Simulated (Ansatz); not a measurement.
**C₂H₈InNO₂: small, medium and large basis sets**

The task here is to estimate one member of a computed series from the others.

Program: Ansatz 0.2.0, Gaussian basis. Level of theory: one geometry, several basis sets. These are calculated values, not measurements.

Plan: PBE0-D4/def2-SVP; ωB97M-V/def2-SVP; PBE0-D4/def2-QZVPP; ωB97M-V/def2-QZVPP; the functionals' def2-TZVPP values are taken from earlier runs.

**The relaxed structure**

An earlier PBE0-D4 in a triple-zeta def2 set relaxation fixed the geometry. In takes the def2 core potential; no spin-orbit term is included.

SMILES `C[N](C)[In]([OH])[OH]`, 14 atoms, charge 0, spin multiplicity 1.

Atoms are counted from 1 here; the program's logs count them from 0.

Bond lengths: C1–N2 1.437 Å, C1–H7 1.101 Å, C1–H8 1.101 Å, C1–H9 1.093 Å, N2–C3 1.440 Å, N2–In4 1.995 Å, C3–H10 1.101 Å, C3–H11 1.092 Å, C3–H12 1.101 Å, In4–O5 1.976 Å, In4–O6 1.984 Å, O5–H13 0.960 Å, O6–H14 0.960 Å. Angles: N2–C1–H7 112.0°, N2–C1–H8 111.5°, N2–C1–H9 111.4°, H7–C1–H8 107.0°, H7–C1–H9 107.4°, H8–C1–H9 107.3°, C1–N2–C3 113.6°, C1–N2–In4 123.9°, C3–N2–In4 122.4°, N2–C3–H10 111.8°, N2–C3–H11 111.2°, N2–C3–H12 111.3°, H10–C3–H11 107.6°, H10–C3–H12 107.1°, H11–C3–H12 107.6°, N2–In4–O5 119.1°, N2–In4–O6 125.4°, O5–In4–O6 115.5° and more.

The first run:

Input file in.yaml:

```yaml
crystal:
  periodic: [false, false, false]
  atoms:
    - {symbol: C, position_ang: [-0.399307, -1.164214, 1.225440]}
    - {symbol: N, position_ang: [0.269719, -0.340053, 0.256319]}
    - {symbol: C, position_ang: [1.700744, -0.502810, 0.251966]}
    - {symbol: In, position_ang: [-0.658007, 0.995945, -0.899713]}
    - {symbol: O, position_ang: [0.411238, 2.090177, -2.150707]}
    - {symbol: O, position_ang: [-2.614922, 1.318520, -0.942448]}
    - {symbol: H, position_ang: [-0.067131, -0.945115, 2.252379]}
    - {symbol: H, position_ang: [-0.209330, -2.233796, 1.046464]}
    - {symbol: H, position_ang: [-1.482133, -1.017387, 1.194610]}
    - {symbol: H, position_ang: [2.143437, -0.250445, 1.228037]}
    - {symbol: H, position_ang: [2.168804, 0.137321, -0.498678]}
    - {symbol: H, position_ang: [1.985141, -1.542049, 0.026532]}
    - {symbol: H, position_ang: [-0.142427, 2.683790, -2.663731]}
    - {symbol: H, position_ang: [-3.105826, 0.770114, -0.326470]}
basis:
  gaussian: {orbitals: def2-SVP}
hamiltonian: {xc: pbe0, dispersion: d4}
output: {orbitals: {seedname: orbitals}}
```

Command:

```bash
$ ansatz run in.yaml --threads 4 --pin off --events-out ev --progress --plain --max-ram 11315MiB
```

Steps of the session up to this table: PBE0-D4 in def2-SVP; ωB97M-V in def2-SVP; PBE0-D4 in def2-QZVPP; ωB97M-V in def2-QZVPP.

One of the session's tables, all rows but one given; the rest of the session is left out.

It belongs to the step «Density functionals: the series». 

```
functional       basis  HOMO (eV)
   PBE0-D4    def2-SVP          ?
   PBE0-D4  def2-TZVPP      -6.24
   PBE0-D4  def2-QZVPP      -6.28
   ωB97M-V    def2-SVP      -8.37
   ωB97M-V  def2-TZVPP      -8.54
   ωB97M-V  def2-QZVPP      -8.58
```

Estimate the missing values for PBE0-D4, def2-SVP.

The run gave: HOMO (eV): -6.09. In the column «HOMO (eV)» it is the highest.
